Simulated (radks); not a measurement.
# Ir⁷²⁺ in [He] 2s2 2p1: an all-electron calculation

The task here is to estimate one member of a computed series from the others.

The numbers are computed with radks (a radial shooting solver on a logarithmic mesh, Libxc functionals) version 1 (Dirac Kohn-Sham, PBE, spin-unpolarised, spherical densities, point nucleus; open shells fill j = l - 1/2 first), except any that are marked as measured or tabulated.

### The atom as given

- element: iridium (Z = 77)
- charge: +72
- electrons: 5
- configuration: [He] 2s2 2p1

The first run:

Settings of this run:

```text
Z 77
configuration [He] 2s2 2p1
relativity Dirac
functional pbe,pbe
spin unpolarised
j_filling energy
nucleus point
c 137.035999084
```

One of the session's tables, all rows but one given; the rest of the session is left out.

It belongs to the step «Shells». Radial moments (bohr):

```
level      <r>  outermost maximum (interpolated)  90 % within
1s1/2  0.01738                            0.0108       0.0317
2s1/2  0.07023                            0.0610        0.109
2p1/2        ?                                 ?            ?
2p3/2  0.06512                            0.0515        0.105
```

**Question.** Estimate the row for 2p1/2.

The run gave: <r>: 0.05749; outermost maximum (interpolated): 0.0448; 90 % within: 0.0952. In the column «<r>» it lies between 1s1/2 (0.01738) and 2p3/2 (0.06512).

Limits of these values: Spin polarisation and multiplet splitting are left out.
